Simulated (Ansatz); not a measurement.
# InGaPdSe2: the cost of one run

Program: Ansatz 0.2.0. Level of theory: DFT PBE, scalar-relativistic, plane waves, PAW, unless a step names another level. These are calculated values, not measurements.

7 further runs of the same task are left out: 3 that didn't finish, 4 set aside as unsound or not needed.

## (1) Starting point

The structure is tetragonal, space group I-4m2 (No. 119). The conventional cell has a = 3.853 Å, b = 3.853 Å, c = 14.846 Å, α = 90.00°, β = 90.00°, γ = 90.00°. In (site symmetry -4m2) is surrounded by 8 Se at 3.29 Å. Ga (site symmetry -4m2) has 4 Se at 2.69 Å and 4 Pd at 2.72 Å as nearest neighbours. Around Pd (site symmetry -4m2) lie 4 Se at 2.69 Å and 4 Ga at 2.72 Å. Around Se (site symmetry 2mm) lie 2 Ga at 2.69 Å and 2 Pd at 2.69 Å and 4 In at 3.29 Å.

As a file:

```
In Ga Pd Se
1.0
    -1.92670    1.92670    7.42308
     1.92670   -1.92670    7.42308
     1.92670    1.92670   -7.42308
In Ga Pd Se
1 1 1 2
Cartesian
  0.0000 0.0000 0.0000
  0.0000 1.9267 3.7115
  1.9267 0.0000 3.7115
  0.0000 0.0000 9.2581
  0.0000 0.0000 5.5881
```

It came out lowest among 20 distinct ends of the trial cells. At a tolerance of 0.05 Å it has space group I-4m2 (No. 119).

## (2) A stricter relaxation, on the response runs' mesh and smearing

File input.yaml:

```yaml
crystal:
  lattice:
    - [-1.9266968836, 1.9266968836, 7.4230772086]
    - [1.9266968836, -1.9266968836, 7.4230772086]
    - [1.9266968836, 1.9266968836, -7.4230772086]
  atoms:
    - { symbol: In, position: [0.0, 0.0, 0.0] }
    - { symbol: Ga, position: [0.75, 0.25, 0.5] }
    - { symbol: Pd, position: [0.25, 0.75, 0.5] }
    - { symbol: Se, position: [0.6235993678, 0.6235993678, 0.0] }
    - { symbol: Se, position: [0.3764006322, 0.3764006322, 0.0] }
basis:
  ecutwfc: 420
kpoints:
  mp_grid: { grid: [12, 12, 12] }
hamiltonian:
  xc: pbe
scf:
  occupations: { method: gaussian, width: 0.1 }
output:
  forces: true
  stress: true
  eigenvalues: true
relax:
  adjacent_minimum: "off"
  f_tol: 0.001
  max_steps: 60
  cell: { stress_tol: 0.01 }
```

Started as:

```
$ ansatz run input.yaml --threads 3 --pin off --max-ram 7680MiB --backend cpu --events-out ev --progress --plain --runs-dir out
```

Q: Estimate wall time and peak memory on 3 threads of Intel Xeon at 2.70GHz, shared host.

About 2.5 min, with a peak of 0.93 GiB.
